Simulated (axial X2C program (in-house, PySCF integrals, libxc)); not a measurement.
# SnN: bond curves with and without spin–orbit coupling, part 2 of 2

Computed with an in-house X2C program for linear molecules on PySCF integrals; all-electron X2C, Sn dyall-cv3z, N dyall-av3z. Earlier steps stand in the parts before.

## Step 9: PBE0, 2c

State followed: Ω = 3/2 (excess of +ω over −ω: ω = 3/2). The scan is laid around 1.967 Å, a first estimate of the minimum, and this SCF restarts from the orbitals of the search.

Output at 1.967 Å:

```text
two-component X2C + atomic mean field  PBE0
basis functions 186  fitting functions 940  grid points 5076
iter        total energy     max residual
   1      -6228.287084217     7.66e-05
   2      -6228.287084224     3.73e-05
   3      -6228.287084234     2.67e-05
   4      -6228.287084237     2.50e-05
   5      -6228.287084242     1.87e-06
converged
one-electron -8746.24769168  Coulomb 2600.35676400  exact exchange -42.59208433  xc functional -130.44189451  nuclear repulsion 94.15964607  atomic mean-field constant -3.52182380
```

Along the bond, energies from the lowest point:

```tsv
R (Å)	E (eV)	μ (D)	HOMO (eV)	LUMO (eV)	iterations
1.711	1.0431	-2.79	-6.64	-4.59	30
1.790	0.4176	-3.04	-6.69	-4.38	25
1.849	0.1596	-3.19	-6.59	-4.25	24
1.908	0.0324	-3.30	-6.38	-4.13	22
1.967	0.0000	-3.35	-6.19	-4.04	5
2.036	0.0435	-3.34	-6.01	-3.95	24
2.105	0.1430	-3.31	-5.87	-3.88	22
2.193	0.3178	-3.26	-5.75	-3.80	23
2.301	0.5666	-3.25	-5.66	-3.72	23
2.459	0.9438	-3.27	-5.61	-3.65	25
```

Dipoles are positive if N is the positive end.

Outer spinors at the reference distance:

```json
{"ω": "3/2", "occupied": "yes", "ε (eV)": "-29.52", "atomic character": "100% Sn d", "λ mixture": "87% δ, 13% π"}
{"ω": "-3/2", "occupied": "yes", "ε (eV)": "-29.48", "atomic character": "100% Sn d", "λ mixture": "86% δ, 14% π"}
{"ω": "1/2", "occupied": "yes", "ε (eV)": "-29.39", "atomic character": "98% Sn d", "λ mixture": "51% π, 49% σ"}
{"ω": "-1/2", "occupied": "yes", "ε (eV)": "-29.37", "atomic character": "98% Sn d", "λ mixture": "52% π, 48% σ"}
{"ω": "-5/2", "occupied": "yes", "ε (eV)": "-28.54", "atomic character": "100% Sn d", "λ mixture": "100% δ"}
{"ω": "5/2", "occupied": "yes", "ε (eV)": "-28.51", "atomic character": "100% Sn d", "λ mixture": "100% δ"}
{"ω": "1/2", "occupied": "yes", "ε (eV)": "-28.43", "atomic character": "98% Sn d", "λ mixture": "51% σ, 49% π"}
{"ω": "-1/2", "occupied": "yes", "ε (eV)": "-28.39", "atomic character": "98% Sn d", "λ mixture": "52% σ, 48% π"}
{"ω": "3/2", "occupied": "yes", "ε (eV)": "-28.33", "atomic character": "99% Sn d", "λ mixture": "87% π, 13% δ"}
{"ω": "-3/2", "occupied": "yes", "ε (eV)": "-28.32", "atomic character": "99% Sn d", "λ mixture": "86% π, 14% δ"}
{"ω": "1/2", "occupied": "yes", "ε (eV)": "-20.91", "atomic character": "72% N s, 8% Sn p, 8% Sn d", "λ mixture": "100% σ"}
{"ω": "-1/2", "occupied": "yes", "ε (eV)": "-18.69", "atomic character": "68% N s, 11% Sn s, 8% Sn p", "λ mixture": "100% σ"}
{"ω": "1/2", "occupied": "yes", "ε (eV)": "-11.54", "atomic character": "52% Sn s, 31% N p, 8% N s", "λ mixture": "100% σ"}
{"ω": "-1/2", "occupied": "yes", "ε (eV)": "-11.43", "atomic character": "52% Sn s, 24% N p, 12% N s", "λ mixture": "100% σ"}
{"ω": "-1/2", "occupied": "yes", "ε (eV)": "-8.24", "atomic character": "82% N p, 12% Sn p, 3% Sn d", "λ mixture": "100% π"}
{"ω": "3/2", "occupied": "yes", "ε (eV)": "-8.21", "atomic character": "84% N p, 10% Sn p, 3% Sn d", "λ mixture": "100% π"}
{"ω": "1/2", "occupied": "yes", "ε (eV)": "-7.20", "atomic character": "53% N p, 28% Sn p, 13% Sn s", "λ mixture": "99% σ, 1% π"}
{"ω": "-1/2", "occupied": "yes", "ε (eV)": "-6.70", "atomic character": "56% N p, 28% Sn p, 9% Sn s", "λ mixture": "100% σ"}
{"ω": "1/2", "occupied": "yes", "ε (eV)": "-6.19", "atomic character": "48% N p, 47% Sn p, 3% N d", "λ mixture": "99% π, 1% σ"}
{"ω": "-3/2", "occupied": "no", "ε (eV)": "-4.04", "atomic character": "54% Sn p, 42% N p, 3% N d", "λ mixture": "100% π"}
{"ω": "-1/2", "occupied": "no", "ε (eV)": "-2.45", "atomic character": "72% Sn p, 13% N p, 6% N d", "λ mixture": "100% π"}
{"ω": "3/2", "occupied": "no", "ε (eV)": "-2.23", "atomic character": "74% Sn p, 12% N p, 6% N d", "λ mixture": "100% π"}
{"ω": "1/2", "occupied": "no", "ε (eV)": "-1.87", "atomic character": "42% N p, 38% Sn p, 12% Sn d", "λ mixture": "100% π"}
```

PBE0 fields in the half plane through the axis: z from -2.4 to 4.2 Å across, distance from the axis 0.15 to 2.25 Å upwards; Sn lies at z = 0 and N at z = 1.967 Å; the ELF is damped to zero where the density is low.

log10 density (e/bohr³). Ten even steps from '0' (-4.87 ) to '9' (1.82 ):
```
11122222222222221111000
11222333333333222221100
12233334443333333322110
22333444444444444332211
23334455555444544433221
23344556665555555543321
23445567776556666544321
23445578987666776554322
```

ELF. Ten even steps from ' ' (0.00 ) to '@' (0.94 ):
```
      ..::::--::::......                      
    ..==++++++++==--::........                
  ::++########**++==--::::::::........        
..==##%%%%##**++==------------====----..      
--##%%@@%%**==--::::::--==++****##**++==::    
++%%@@@@%%++::--==--::::**##%%%%@@%%##**--..  
**%%@@@@##--==##%%##--::##%%##%%@@@@@@##++::  
##@@@@@@**--**==##==**..%%%%..::@@@@@@%%++--  
```

Re = 1.963 Å, ωe = 645 cm⁻¹, ωexe = 6.46 cm⁻¹, Be = 0.3489 cm⁻¹, De = 2.61 eV, μ = -3.34 D.

## Step 10: HF, 2c

Output at 1.967 Å:

```text
two-component X2C + atomic mean field  HF
basis functions 186  fitting functions 940  grid points 5076
iter        total energy     max residual
   1      -6225.621442722     3.76e-01
   2      -6225.652701513     1.90e-02
   3      -6225.660264872     5.31e-02
   4      -6225.666517430     7.75e-02
   5      -6225.669516399     3.07e-02
   6      -6225.670995019     8.74e-03
   7      -6225.671068446     3.67e-03
   8      -6225.671093110     6.37e-04
   9      -6225.671096888     7.29e-04
  10      -6225.671099105     1.82e-04
  11      -6225.671099758     1.12e-04
  12      -6225.671100170     1.77e-04
  13      -6225.671100320     6.87e-05
  14      -6225.671100371     2.80e-05
  15      -6225.671100390     3.02e-05
  16      -6225.671100399     1.61e-05
  17      -6225.671100402     3.41e-06
  18      -6225.671100403     2.53e-06
converged
one-electron -8745.43804099  Coulomb 2599.67593519  exact exchange -170.54681688  xc functional 0.00000000  nuclear repulsion 94.15964607  atomic mean-field constant -3.52182380
```

Re = 2.082 Å, ωe = 510 cm⁻¹, ωexe = 8.1 cm⁻¹, Be = 0.3103 cm⁻¹, De = 0.242 eV, μ = -2.40 D.

## Step 11: PW91, 2c

The SCF at the reference distance of 1.967 Å:

```text
two-component X2C + atomic mean field  PW91
basis functions 186  fitting functions 940  grid points 5076
iter        total energy     max residual
   1      -6229.172091983     1.54e-01
   2      -6229.177136182     1.31e-02
   3      -6229.177448821     2.33e-02
   4      -6229.177960896     5.59e-03
   5      -6229.178021615     1.41e-03
   6      -6229.178031919     4.93e-04
   7      -6229.178032161     1.31e-04
   8      -6229.178032332     5.89e-05
   9      -6229.178032345     2.94e-05
  10      -6229.178032347     9.50e-07
converged
one-electron -8746.41637121  Coulomb 2600.50564228  exact exchange 0.00000000  xc functional -173.90512569  nuclear repulsion 94.15964607  atomic mean-field constant -3.52182380
```

Re = 1.979 Å, ωe = 663 cm⁻¹, ωexe = 4.69 cm⁻¹, Be = 0.3435 cm⁻¹, De = 3.27 eV, μ = -3.30 D.

## Step 12: MP2 and beyond, 2c

Correlated methods: 9 electrons correlated (frozen shells, counted by type: Sn 4 s, 3 p, 2 d; N 1 s), 259 virtual spinors in MP2, 90 natural virtuals in coupled cluster.

Output of the correlated part at 1.967 Å:

```text
correlated 9  virtual 259  natural virtual 90  E(MP2) -0.203701281  MP2 remainder -0.007102336
iter   CCSD correlation   residual
   1     -0.213999910   1.34e-01
   2     -0.223580015   7.52e-02
   3     -0.228244418   5.36e-02
   4     -0.233121132   4.05e-02
   5     -0.236035365   2.12e-02
   6     -0.236612093   8.28e-03
   7     -0.236823705   4.08e-03
   8     -0.236858905   2.08e-03
   9     -0.236824907   1.01e-03
  10     -0.236842951   4.65e-04
  11     -0.236833484   2.78e-04
  12     -0.236839584   1.45e-04
  13     -0.236838942   7.76e-05
  14     -0.236840659   4.35e-05
  15     -0.236841110   2.15e-05
  16     -0.236841338   1.27e-05
  17     -0.236841594   7.55e-06
  18     -0.236841663   4.19e-06
  19     -0.236841651   2.15e-06
(T) -0.012308896  T1 0.1240  D1 0.3282  max T2 0.112
```

MP2: No constants are quoted: the reference is strongly spin-contaminated.

CCSD: Re = 1.974 Å, ωe = 642 cm⁻¹, ωexe = 8.86 cm⁻¹, Be = 0.3451 cm⁻¹, De = 1.95 eV. T1 at Re = 0.087 (Lee–Taylor, the printed value over √2).

CCSD(T): Re = 1.967 Å, ωe = 677 cm⁻¹, ωexe = 9.6 cm⁻¹, Be = 0.3475 cm⁻¹, De = 2.15 eV. T1 at Re = 0.088 (Lee–Taylor, the printed value over √2).

## Step 13: A higher determinant, 2c

State: Ω = 1/2 (excess of +ω over −ω: ω = 1/2).

Output at the reference distance:

```text
two-component X2C + atomic mean field  PBE0
basis functions 186  fitting functions 940  grid points 5076
iter        total energy     max residual
   1      -6228.281492333     7.61e-05
   2      -6228.281492345     1.50e-05
   3      -6228.281492348     3.52e-05
   4      -6228.281492350     2.65e-05
   5      -6228.281492353     4.98e-06
converged
one-electron -8746.07348201  Coulomb 2600.17619194  exact exchange -42.58755707  xc functional -130.43446748  nuclear repulsion 94.15964607  atomic mean-field constant -3.52182380
```

```tsv
R (Å)	E above the lowest PBE0 point (eV)
1.711	0.528
1.790	0.188
1.849	0.113
1.908	0.163
1.967	0.152
2.036	0.221
2.105	0.344
2.193	0.546
2.301	0.820
```

No constants are quoted: the points don't follow one smooth fit.

## Step 14: The 2c curves together

Energy (eV) of the followed determinant, 2c, from each level's lowest point:

```tsv
R (Å)	PBE0	HF	MP2 (spin-contaminated)	CCSD	CCSD(T)	PW91
1.711	1.043	1.649	1.071	n/a	n/a	1.176
1.790	0.418	0.879	0.519	0.484	0.481	0.505
1.849	0.160	0.500	0.263	0.197	0.192	0.213
1.908	0.032	0.248	0.105	0.048	0.043	0.056
1.967	0.000	0.095	0.022	0.000	0.000	0.000
2.036	0.044	0.011	0.000	0.032	0.043	0.029
2.105	0.143	0.000	0.039	0.120	0.145	0.128
2.193	0.318	0.056	0.162	0.279	0.323	0.318
2.301	0.567	0.171	0.421	n/a	n/a	0.598
2.459	0.944	0.296	0.899	n/a	n/a	1.021
```

Time for the job: 2.6 min (1 thread of Arm Neoverse V1, shared host); peak memory 0.6 GiB.

## Step 15: What came out

What follows sums up all 2 parts.

Lowest determinant that the search found at its distance, spin-free: M_S = 1/2, Λ = 1 (beyond closed shells: π+α, π+β, π-α).

Lowest determinant that the search found at its distance, 2c: Ω = 3/2 (excess of +ω over −ω: ω = 3/2).

```tsv
Hamiltonian	level	Re (Å)	ωe (cm⁻¹)	De (eV)	μ (D)
spin-free	PBE0	1.956	666	2.57	-3.46
spin-free	HF	2.078	516	0.186	-2.42
spin-free	CCSD	1.968	660	2.10	n/a
spin-free	CCSD(T)	1.963	694	2.34	n/a
spin-free	PW91	1.975	674	3.23	-3.37
2c	PBE0	1.963	645	2.61	-3.34
2c	HF	2.082	510	0.242	-2.40
2c	CCSD	1.974	642	1.95	n/a
2c	CCSD(T)	1.967	677	2.15	n/a
2c	PW91	1.979	663	3.27	-3.30
```

Dipoles are positive if N is the positive end. No constants: spin-free MP2 (the reference is strongly spin-contaminated); 2c MP2 (the reference is strongly spin-contaminated). Spin-free ⟨S²⟩ is off its pure value at PBE0 0.92, HF 1.61, PW91 0.83.

Time per point (s) on 1 thread of Arm Neoverse V1, shared host (2c runs; CCSD comes with the CCSD(T) run); the times are rough: PBE0 1.2, HF 1.1, CCSD(T) 5, PW91 0.59.

**Reading.** At CCSD(T), going from spin-free to two-component changes Re by +4 mÅ, ωe by -2.4 %, which is small (part of it comes from the scalar share of the two-electron terms). De moves by -0.18 eV; both De rest on single-determinant atoms, which can miss part of an open shell's spin–orbit lowering.

De refers to Sn + N, each in the lowest determinant found, which need not be this curve's own limit. The state is a single determinant with fixed occupations, the lowest that a limited PBE0 search found. De is counted from the lowest determinant-based energies of the atoms at the same level, without counterpoise correction. Density functionals use the spin component along the axis (collinear). Coupled cluster ran in a truncated set of natural virtual spinors; the MP2 energy of the rest was added. At some level an empty orbital lies below a filled one. The spin-free determinant is spin-contaminated at some levels. With the outer-core shells frozen, correlated bond lengths of heavy atoms tend to come out a few hundredths of an ångström too long. T1 at Re is 0.093 (Lee–Taylor), above the customary mark of 0.02.
